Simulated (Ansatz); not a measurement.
Run this with Ansatz's Python interface and show what comes out.

The script, `krho3.py`:
```python
"""Point defect (vacancy) in KRhO3."""

import logging
import sys

import ansatz as az
import numpy as np

logging.basicConfig(stream=sys.stdout, format="%(levelname)s %(message)s")
logger = logging.getLogger("calc")
logger.setLevel(logging.INFO)


def main() -> None:
    lattice = az.Lattice.of(
        [3.991577, 0.0, 0.0],
        [0.0, 3.991577, 0.0],
        [0.0, 0.0, 3.991577],
    )
    sites = [
        ("K", [0.0, 0.0, 0.0]),
        ("Rh", [0.5, 0.5, 0.5]),
        ("O", [0.5, 0.5, 0.0]),
        ("O", [0.5, 0.0, 0.5]),
        ("O", [0.0, 0.5, 0.5]),
    ]
    system = az.Crystal(lattice=lattice)
    for symbol, position in sites:
        system = system.atom(symbol, position)
    host = system.supercell(2, 2, 1)
    defective = host.vacancy("O", at=[0.0, 0.5, 0.5])

    def prepare(structure):
        return (
            structure.calculation()
            .functional(az.Functional.PBESOL)
            .basis(450)
            .kpoints(2, 2, 3)
            .occupations("cold", width=0.1)
            .scf(tolerance=1e-09)
            .band_table()
        )


    perfect = prepare(host).run(threads=1).report
    model = (
        prepare(defective)
        .relax(force_tolerance=0.05, max_steps=40)
    )
    res = model.run(threads=1)
    summary = res.report

    n_host, n_defect = len(perfect["lattice"]["sites"]), len(summary["lattice"]["sites"])
    logger.info(f"perfect cell: {n_host} atoms, F = {perfect['free_energy_ev']:.4f} eV")
    logger.info(f"defect cell:  {n_defect} atoms, F = {summary['free_energy_ev']:.4f} eV")
    # chemical potentials are still to be added to this difference
    logger.info(f"difference {summary['free_energy_ev'] - perfect['free_energy_ev']:.4f} eV (no chemical potentials)")

    for site in res.lattice.sites:
        print(f"{site.symbol:2s}", " ".join(f"{v:8.4f}" for v in site.position_ang))

    start = np.array([site.position for site in defective.resolved().sites])
    step = np.array([site.position_frac for site in res.lattice.sites]) - start
    moved = np.linalg.norm((step - np.round(step)) @ res.lattice.cell_ang, axis=1)
    print("relaxation by atom (A):", " ".join(f"{site.symbol}:{d:.3f}" for site, d in zip(res.lattice.sites, moved)))


if __name__ == "__main__":
    main()
```

`python krho3.py` gives:
```text
INFO perfect cell: 20 atoms, F = -38134.7919 eV
INFO defect cell:  19 atoms, F = -37575.9885 eV
INFO difference 558.8034 eV (no chemical potentials)
K    0.0000  -0.1065   0.0000
Rh   2.1075   1.9958   1.9958
O    1.6790   1.9958   0.0000
O    1.9090   0.0559   1.9958
K    0.0000   4.0981   0.0000
Rh   1.9823   5.9874   1.9958
O    2.0071   5.9874   0.0000
O    1.9090   3.9357   1.9958
O    0.0000   5.9874   1.9958
K    3.9916  -0.0800   0.0000
Rh   5.8757   1.9958   1.9958
O    6.3042   1.9958   0.0000
O    6.0742   0.0559   1.9958
O    3.9916   1.9958   1.9958
K    3.9916   4.0716   0.0000
Rh   6.0009   5.9874   1.9958
O    5.9761   5.9874   0.0000
O    6.0742   3.9357   1.9958
O    3.9916   5.9874   1.9958
relaxation by atom (A): K:0.107 Rh:0.112 O:0.317 O:0.103 K:0.107 Rh:0.014 O:0.011 O:0.103 O:0.000 K:0.080 Rh:0.112 O:0.317 O:0.103 O:0.000 K:0.080 Rh:0.014 O:0.011 O:0.103 O:0.000
```

Reading the output:
- Total energies depend on the potentials; only differences at equal settings carry meaning. A total without «per atom» is that of the whole cell that was run.
- The run is spin-unpolarised.
- The mesh is modest for a metal, so energies can be off by several to tens of meV an atom and pressures by half a GPa or more; differences at equal mesh fare better.
- The difference holds no chemical potentials.
- Errors of mesh and smearing per atom add up over the supercell, so the energy can be off by tenths of an eV.
- The structure comes from a database of computed cells and needn't be a stable or known phase.
- The supercell is small, so the defect meets its images and the energies aren't those of an isolated defect; a partly filled defect level may also lower its energy by spin or distortion. For a charged cell the difference holds no correction, alignment or term for the electrons' reservoir.
- Finished in 4.3 min on 1 thread of Arm Neoverse V2, with other jobs on the host, peak memory 0.71 GiB.
